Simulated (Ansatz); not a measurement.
**SnAs: stiffness from strained cells**

Aim: the elastic tensor from the stress of slightly strained cells, and the moduli that follow. Runs: cell and atoms relaxed (PAW); reference run (PAW); cell relaxed at 5 GPa (PAW); at 5 GPa (PAW); strain amplitude 0.0002 (PAW).

The COD entry's cell or inner coordinates are ideal or old and differ from later refinements, so a difference from it is no clean test against experiment.

Method: DFT LDA, frozen-core PAW, scalar-relativistic unless said, in Ansatz 0.2.0.

1 further run of the same task is left out (set aside as unsound or not needed).

### 1 The starting structure

The structure is cubic, space group Fm-3m (No. 225). Conventional cell: a = 5.681 Å, b = 5.681 Å, c = 5.681 Å, α = 90.00°, β = 90.00°, γ = 90.00°. Sn (site symmetry m-3m) is surrounded by 6 As at 2.84 Å. As (site symmetry m-3m) has 6 Sn at 2.84 Å as nearest neighbours.

As a file:

```
CELL_PARAMETERS angstrom
0.00000 2.84050 2.84050
2.84050 0.00000 2.84050
2.84050 2.84050 0.00000
ATOMIC_POSITIONS crystal
Sn 0.00000 0.00000 0.00000
As 0.50000 0.50000 0.50000
```

Cartesian axes are those of the input's lattice vectors. The structure goes back to a database entry.

### 2 Cell and atoms relaxed, PAW

File input.yaml:

```yaml
crystal:
  lattice:
    - [0.0, 2.8405, 2.8405]
    - [2.8405, 0.0, 2.8405]
    - [2.8405, 2.8405, 0.0]
  atoms:
    - { symbol: Sn, position: [0.0, 0.0, 0.0] }
    - { symbol: As, position: [0.5, 0.5, 0.5] }
kpoints:
  mp_grid: { grid: [12, 12, 12] }
scf:
  occupations: { method: fermi_dirac, width: 0.1 }
hamiltonian:
  xc: lda
  pseudopotentials: { kind: paw }
relax:
  f_tol: 0.002
  max_steps: 80
  cell: {}
output:
  forces: true
  stress: true
```

Command:

```console
$ ansatz run input.yaml --threads 1 --pin off --max-ram 2560MiB --backend cpu --events-out ev --progress --plain --runs-dir out
```

### 3 Reference run, PAW

File input.yaml:

```yaml
crystal:
  lattice:
    - [0.0, 2.83498460102, 2.83498460102]
    - [2.83498460102, 0.0, 2.83498460102]
    - [2.83498460102, 2.83498460102, 0.0]
  atoms:
    - { symbol: Sn, position: [0.0, 0.0, 0.0] }
    - { symbol: As, position: [0.5, 0.5, 0.5] }
kpoints:
  mp_grid: { grid: [12, 12, 12] }
scf:
  occupations: { method: fermi_dirac, width: 0.1 }
hamiltonian:
  xc: lda
  pseudopotentials: { kind: paw }
elastic:
  mode: relaxed_ion
  stencil: two_point
  amplitude: 0.005
```

### 4 Cell relaxed at 5 GPa, PAW

input.yaml, as its differences from that of step 3:

```diff
@@ -15,5 +15,8 @@
   pseudopotentials: { kind: paw }
-elastic:
-  mode: relaxed_ion
-  stencil: two_point
-  amplitude: 0.005
+relax:
+  f_tol: 0.002
+  max_steps: 80
+  cell: { p_target: 5 }
+output:
+  forces: true
+  stress: true
```

### 5 At 5 GPa, PAW

File input.yaml:

```yaml
crystal:
  lattice:
    - [0.0, 2.78178468943, 2.78178468943]
    - [2.78178468943, 0.0, 2.78178468943]
    - [2.78178468943, 2.78178468943, 0.0]
  atoms:
    - { symbol: Sn, position: [0.0, 0.0, 0.0] }
    - { symbol: As, position: [0.5, 0.5, 0.5] }
kpoints:
  mp_grid: { grid: [12, 12, 12] }
scf:
  occupations: { method: fermi_dirac, width: 0.1 }
hamiltonian:
  xc: lda
  pseudopotentials: { kind: paw }
elastic:
  mode: relaxed_ion
  stencil: two_point
  amplitude: 0.005
```

### 6 Strain amplitude 0.0002, PAW

input.yaml, as its differences from that of step 5:

```diff
@@ -2,5 +2,5 @@
   lattice:
-    - [0.0, 2.78178468943, 2.78178468943]
-    - [2.78178468943, 0.0, 2.78178468943]
-    - [2.78178468943, 2.78178468943, 0.0]
+    - [0.0, 2.83498460102, 2.83498460102]
+    - [2.83498460102, 0.0, 2.83498460102]
+    - [2.83498460102, 2.83498460102, 0.0]
   atoms:
@@ -18,2 +18,2 @@
   stencil: two_point
-  amplitude: 0.005
+  amplitude: 0.0002
```

(Steps that only read results are left out.)

What does the calculation give? Wanted: C11; C12; C44; bulk, shear and Young's modulus; Debye temperature from sound speeds; universal anisotropy index.

The runs gave:

| quantity | value |
| --- | --- |
| C11 (PAW) | 174 GPa |
| C12 (PAW) | 29 GPa |
| C44 (PAW) | 34 GPa |
| bulk, shear and Young's modulus | 77, 46, 115 GPa |
| Debye temperature from sound speeds | 294 K |
| universal anisotropy index | 0.74 |

**Reading.** All eigenvalues are positive, so the crystal is mechanically stable; by PAW K = 77 and G = 46 GPa, K/G = 1.67, on the brittle side of Pugh's rough line at 1.75, which was drawn for metals. Young's modulus runs from 88 to 166 GPa with direction. At 5 GPa K rises to 100 GPa. Cautions: frozen-core PAW files fitted under PBE, their cores solved anew for the functional of the run; responses of metals move with mesh and smearing.
